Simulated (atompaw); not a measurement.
# A PAW (atompaw) potential for tungsten, from input to tests

Aim: build the potential from the settings below, then test how well it stands in for the atom: scattering, ghost states and the plane-wave cutoff that it needs.

Method: atompaw 4.2.0.5, PBEsol, scalar-relativistic.

**1. Settings**

The settings as typed:

```json
{
  "element": "tungsten (W, Z = 74)",
  "type": "PAW",
  "frozen core": "[Kr] 4d10 4f14",
  "valence charge": "14",
  "reference configuration": "5s2 5p6 5d4 6s1.5 6p0.5",
  "partial waves": "5s (bound): rc 1.65 bohr; 6s (bound): rc 1.55 bohr; 5p (bound): rc 1.80 bohr; 6p (bound): rc 2.40 bohr; 5d (bound): rc 0.65 bohr; 5d channel at 1.1 Ry: rc 0.65 bohr",
  "local potential": "troulliermartins scheme with l = 3 at 0.5 Ry, radius 2.25 bohr",
  "core correction": "smooth core density matched at 1.40 bohr",
  "augmentation charge": "sinc compensation charge, radius 2.30 bohr; PAW radius 2.40 bohr; waves and projectors: modrrkj vanderbiltortho"
}
```

**2. The generation run**

W.input

```
W 74
GGA-PBESOL scalarrelativistic loggrid 2001 logderivrange -8 5 326
6 6 5 4 0 0
6 0 1.5
6 1 0.5
5 2 4
0 0 0
c
c
c
c
v
v
c
c
c
v
v
c
c
v
c
2
2.40 2.30 2.25 1.40
n
n
y
1.1
n
modrrkj vanderbiltortho sinc
3 0.5 troulliermartins
1.65
1.55
1.80
2.40
0.65
0.65
PWSCFOUT
UPFDX 0.0125d0 UPFXMIN -7.d0 UPFZMESH 74.d0
END
```

On the command line:

```sh
$ atompaw < W.input > W.log
```

What does the calculation give? Wanted: cutoffs for 10 and 1 mRy, occupied levels; bound ghosts; largest phase difference near zero energy, channels read; lowest eigenvalue of the overlap; share of valence orbitals outside the PAW sphere; UPF file.

**Answer**, as computed:

| quantity | value |
| --- | --- |
| cutoffs for 10 and 1 mRy, occupied levels | 260 Ry and over 300 Ry |
| bound ghosts | d at -11.15 eV |
| largest phase difference near zero energy, channels read | 0.118 rad |
| lowest eigenvalue of the overlap (Bessel basis) | 0.080 (d) |
| share of valence orbitals outside the PAW sphere | 5s 0 %, 6s 73 %, 5p 2 %, 6p 93 %, 5d 28 % |
| UPF file | written |

It has a bound ghost (d), a state that the atom doesn't have, and that rules the file out. By its cutoff, 260 Ry for the looser tolerance, it is very hard. The tighter tolerance needs over 300 Ry, and converged work needs a cutoff nearer that. The slowest occupied level is 5d: taken alone it needs 300 Ry to come within 1 mRy, against 30 Ry for 5s. Near zero energy the largest phase difference among the channels read is 0.12 rad, in the d channel. The pseudo curves have a pole with no partner nearby in the atom's: d at -0.82 Ry. Note that the frozen 4f shell (-34 eV) lies higher than the valence 5s shell (-80 eV). These are tests on the free atom; a crystal test is still owed.
